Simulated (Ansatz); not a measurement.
# SiC: the cost of one run

Program: Ansatz 0.2.0. Level of theory: DFT LDA, scalar-relativistic, plane waves, PAW. These are calculated values, not measurements.

The COD entry's cell or inner coordinates are ideal or old and differ from later refinements, so a difference from it is no clean test against experiment.

**1. The structure to begin with**

Symmetry: F-43m, No. 216, cubic system. The conventional cell has a = 4.348 Å, b = 4.348 Å, c = 4.348 Å, α = 90.00°, β = 90.00°, γ = 90.00°. Si (site symmetry -43m) is surrounded by 4 C at 1.88 Å. Around C (site symmetry -43m) lie 4 Si at 1.88 Å.

As a file:

```
CELL_PARAMETERS angstrom
0.00000 2.17400 2.17400
2.17400 0.00000 2.17400
2.17400 2.17400 0.00000
ATOMIC_POSITIONS crystal
Si 0.00000 0.00000 0.00000
C 0.75000 0.75000 0.75000
```

The structure comes from the Crystallography Open Database.

(A quick probe on a coarse mesh, which set the mesh and smearing, is not shown.)

**3. The relaxation**

Input file input.yaml:

```yaml
crystal:
  lattice:
    - [0.0, 2.174, 2.174]
    - [2.174, 0.0, 2.174]
    - [2.174, 2.174, 0.0]
  atoms:
    - { symbol: Si, position: [0.0, 0.0, 0.0] }
    - { symbol: C, position: [0.75, 0.75, 0.75] }
basis:
  ecutwfc: 420
kpoints:
  mp_grid: { grid: [12, 12, 12] }
hamiltonian:
  xc: lda
scf:
  occupations: { method: gaussian, width: 0.02 }
output:
  forces: true
  stress: true
  eigenvalues: true
  write_density: true
  write_potential: true
  elf: true
  volumetric_format: npy
relax:
  adjacent_minimum: "off"
  f_tol: 0.005
  max_steps: 80
  cell: { stress_tol: 0.05 }
```

The run is started by

```bash
ansatz run input.yaml --threads 1 --pin off --max-ram 3072MiB --backend cpu --events-out ev --progress --plain --runs-dir out
```

What time and memory should one allow on 1 thread of Intel Xeon at 2.50GHz (Skylake/Cascade Lake), shared host?

About 19 s, with a peak of 0.32 GiB.
